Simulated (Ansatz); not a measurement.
A nudged elastic band was laid between two geometries of a periodic cell of 15 atoms, TiW$_{14}$ (host W, host structure bcc, dopant Ti, one W atom removed).

Level of theory: DFT PBE-D3(BJ), scalar-relativistic, plane waves, PAW (Ansatz 0.2.0). Settings: PAW set soft_1, cutoff 420 eV, k mesh 3x3x3, fermi-dirac smearing 0.1 eV, no spin polarisation.

```json
{"movable images": "5", "climbing image": "yes", "spring": "5.0 eV/Å²", "optimiser": "lbfgs", "start path": "straight line", "force threshold": "0.05 eV/Å", "iteration limit": "38", "end points": "relaxed"}
```

Initial state:

```xyz
15
Lattice="6.3200 0.0000 0.0000 0.0000 6.3200 0.0000 0.0000 0.0000 6.3200" Properties=species:S:1:pos:R:3
Ti 0.061 -0.043 -0.042
W 3.167 0.003 0.004
W 0.015 3.172 0.004
W 0.015 0.004 3.173
W 1.586 1.583 1.584
W 3.135 3.203 -0.017
W 3.135 -0.018 3.204
W 4.740 1.599 1.600
W 0.036 3.203 3.204
W 1.601 4.737 1.614
W 1.601 1.613 4.738
W 3.168 3.171 3.172
W 4.755 4.752 1.584
W 4.755 1.583 4.753
W 4.726 4.737 4.738
```

Final state:

Only the atoms that move by more than 0.05 Å are listed.
```
Ti1 1.530 -1.530 -1.530
W5 1.555 1.545 1.545
W9 0.005 3.165 3.165
```

Q: Which bonds break or form, and what moves?

A: Contacts lost: Ti1–W5, Ti1–W8, Ti1–W13, Ti1–W14. Contacts made: Ti1–W6, Ti1–W7, Ti1–W9, Ti1–W12. The atom that moves furthest is Ti1, by 2.57 Å; four of its nearest neighbours are W10 2.74, W15 2.74, W11 2.74, W13 2.76 Å at the first end and W2 2.74, W3 2.74, W4 2.74, W6 2.76 Å at the last.

Q: What energy profile does the band end with?

A: The forces met the threshold. The highest image is number 3 of 0 to 6, 1.01 eV above the ends, which have the same energy within 2 meV. By the program's own check the climbing image is a first-order saddle point (lowest curvatures found: -1.55 and 8.07 eV/Å²). Limits of this set-up: coarse k mesh, a small cell, in which the defect meets its images.

```tsv
image	path coordinate (Å)	energy (eV)	Ti1–W5 (Å)	Ti1–W8 (Å)	Ti1–W13 (Å)
0	0.00	0.00	2.76	2.84	2.76
1	0.42	0.35	2.93	3.24	2.93
2	0.84	0.86	3.15	3.66	3.15
3	1.26	1.01	3.40	4.10	3.40
4	1.67	0.86	3.68	4.53	3.68
5	2.09	0.35	4.00	4.96	4.00
6	2.51	0.00	4.35	5.38	4.35
```

Q: What is the geometry of the highest image?

A: 
```xyz
15
Lattice="6.3200 0.0000 0.0000 0.0000 6.3200 0.0000 0.0000 0.0000 6.3200" Properties=species:S:1:pos:R:3
Ti 0.796 -0.786 -0.786
W 3.224 0.037 0.037
W -0.027 3.105 0.037
W -0.027 0.037 3.106
W 1.583 1.550 1.551
W 3.131 3.198 0.002
W 3.131 0.002 3.198
W 4.751 1.578 1.578
W 0.007 3.198 3.198
W 1.618 4.711 1.643
W 1.618 1.643 4.712
W 3.159 3.170 3.170
W 4.779 4.746 1.551
W 4.779 1.550 4.746
W 4.687 4.711 4.712
```

The band took 5 iterations and about 50 core-minutes.

The run took 16 min on 4 threads of Arm Neoverse V1, with other jobs on the host, peak memory 3 GiB.
